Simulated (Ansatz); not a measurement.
# CH₃AlBFSe: one species, many methods

How much do the methods differ for CH₃AlBFSe? The plan is to run it at one geometry with functionals of several rungs and with coupled cluster, and see how far each lands from CCSD(T) at the basis-set limit for the atomisation energy.

Method: functionals in def2-TZVPP, the program's frozen cores in correlated methods; program: Ansatz 0.2.0, Gaussian basis.

The runs, in order: LDA (SPW92), PBE-D4, revPBE-D4, BLYP-D4, r2SCAN-D4, B97M-V, PBE0-D4, B3LYP-D4, r2SCANh-D4, r2SCAN0-D4, HSE06-D4, BHLYP-D4, CAM-B3LYP-D4, LC-ωPBE, ωB97X-V, ωB97M-V, B2PLYP, PBE-QIDH; CCSD(T)/def2-SVP; CCSD(T)/def2-TZVPP; MP2/def2-QZVPP; extrapolation to the limit; RPA on PBE.

## 1. Structure used throughout

The geometry comes from an earlier relaxation with PBE0-D4 in a triple-zeta def2 set; it is a stationary point, not always the lowest conformer.

SMILES `FB1[CH2][AlH][Se]1`, 8 atoms, charge 0, spin multiplicity 1.

Atoms are counted from 1 here; the program's logs count them from 0.

Bond lengths: F1–B2 1.322 Å, B2–C3 1.561 Å, B2–Se5 1.996 Å, C3–Al4 1.954 Å, C3–H6 1.089 Å, C3–H7 1.099 Å, Al4–Se5 2.316 Å, Al4–H8 1.576 Å. Angles: F1–B2–C3 125.8°, F1–B2–Se5 120.3°, C3–B2–Se5 113.5°, B2–C3–Al4 86.3°, B2–C3–H6 117.6°, B2–C3–H7 109.7°, Al4–C3–H6 127.8°, Al4–C3–H7 104.2°, H6–C3–H7 108.8°, C3–Al4–Se5 88.2°, C3–Al4–H8 139.8°, Se5–Al4–H8 131.9°, B2–Se5–Al4 67.9°.

## 2. LDA

This LDA is Slater exchange with PW92 correlation.

File in.yaml:

```yaml
crystal:
  periodic: [false, false, false]
  atoms:
    - {symbol: F, position_ang: [-1.674931, 1.658798, 0.435665]}
    - {symbol: B, position_ang: [-0.810984, 0.802129, -0.082432]}
    - {symbol: C, position_ang: [0.545949, 0.372627, 0.557994]}
    - {symbol: Al, position_ang: [0.358758, -1.283667, -0.460879]}
    - {symbol: Se, position_ang: [-1.283180, -0.240329, -1.717618]}
    - {symbol: H, position_ang: [0.653429, 0.484513, 1.636294]}
    - {symbol: H, position_ang: [1.372056, 0.901216, 0.062644]}
    - {symbol: H, position_ang: [0.931003, -2.752287, -0.487467]}
basis:
  gaussian: {orbitals: def2-TZVPP}
hamiltonian: {xc: lda}
output: {orbitals: {seedname: orbitals}}
```

After this run come: PBE-D4 (GGA); revPBE-D4 (GGA); BLYP-D4 (GGA); r2SCAN-D4 (meta-GGA); B97M-V (meta-GGA); PBE0-D4 (hybrid); B3LYP-D4 (hybrid); r2SCANh-D4 (hybrid); r2SCAN0-D4 (hybrid); HSE06-D4 (hybrid); BHLYP-D4 (hybrid); CAM-B3LYP-D4 (range-separated); LC-ωPBE (range-separated); ωB97X-V (range-separated); ωB97M-V (range-separated); B2PLYP (double hybrid); PBE-QIDH (double hybrid); CCSD(T) in def2-SVP; CCSD(T) in def2-TZVPP; MP2 in def2-QZVPP; RPA on PBE orbitals.

Q: Predict the results of all the runs planned. Wanted: atomisation energy, CCSD(T)/CBS; farthest beyond LDA; mean size of error, GGA; mean size of error, meta-GGA; mean size of error, hybrid; mean size of error, range-separated; mean size of error, double hybrid; gap, smallest and largest; T1 diagnostic.

The runs gave:

| quantity | value |
| --- | --- |
| atomisation energy, CCSD(T)/CBS | 722.5 kcal/mol |
| functionals within 7.2 kcal/mol (1.0 %) | revPBE-D4, BLYP-D4, PBE0-D4, B3LYP-D4, r2SCANh-D4, r2SCAN0-D4, HSE06-D4, CAM-B3LYP-D4, LC-ωPBE, ωB97X-V, ωB97M-V, PBE-QIDH |
| farthest beyond LDA | BHLYP-D4 (-23.2 kcal/mol) |
| mean size of error, GGA | 9.0 kcal/mol |
| mean size of error, meta-GGA | 9.3 kcal/mol |
| mean size of error, hybrid | 7.6 kcal/mol |
| mean size of error, range-separated | 1.4 kcal/mol |
| mean size of error, double hybrid | 5.5 kcal/mol |
| gap, smallest and largest | 4.21 eV (LDA (SPW92)), 10.59 eV (LC-ωPBE) |
| T1 diagnostic | 0.0123 |
| triples share of the correlation energy | 3.9 % |

**Reading.** LDA overbinds by 108.1 kcal/mol (15 %). PBE-D4 is off by +17.1 kcal/mol. Double hybrids carry the basis error of their MP2 part in triple zeta, and no dispersion term here, so their miss is partly the set-up's. The rungs range-separated, double hybrid miss on average by less than the doubt on the reference (7.2 kcal/mol), so they tie. The reference freezes the cores and leaves out relativity and excitations past (T), and its outer-core shells are covered unevenly, so misses under about 7.2 kcal/mol can't be ranked. All levels share the lack of spin-orbit coupling, which lowers the free heavy atoms and so the true binding. Hartree-Fock recovers 75 % of the binding; the rest is correlation. CCSD(T) in def2-SVP is off by -37.3 kcal/mol, which most functionals beat. Orbital gaps span 4.2 to 10.6 eV; exact exchange widens them. Correlated methods include outer-core shells of Se, which these sets cover unevenly.
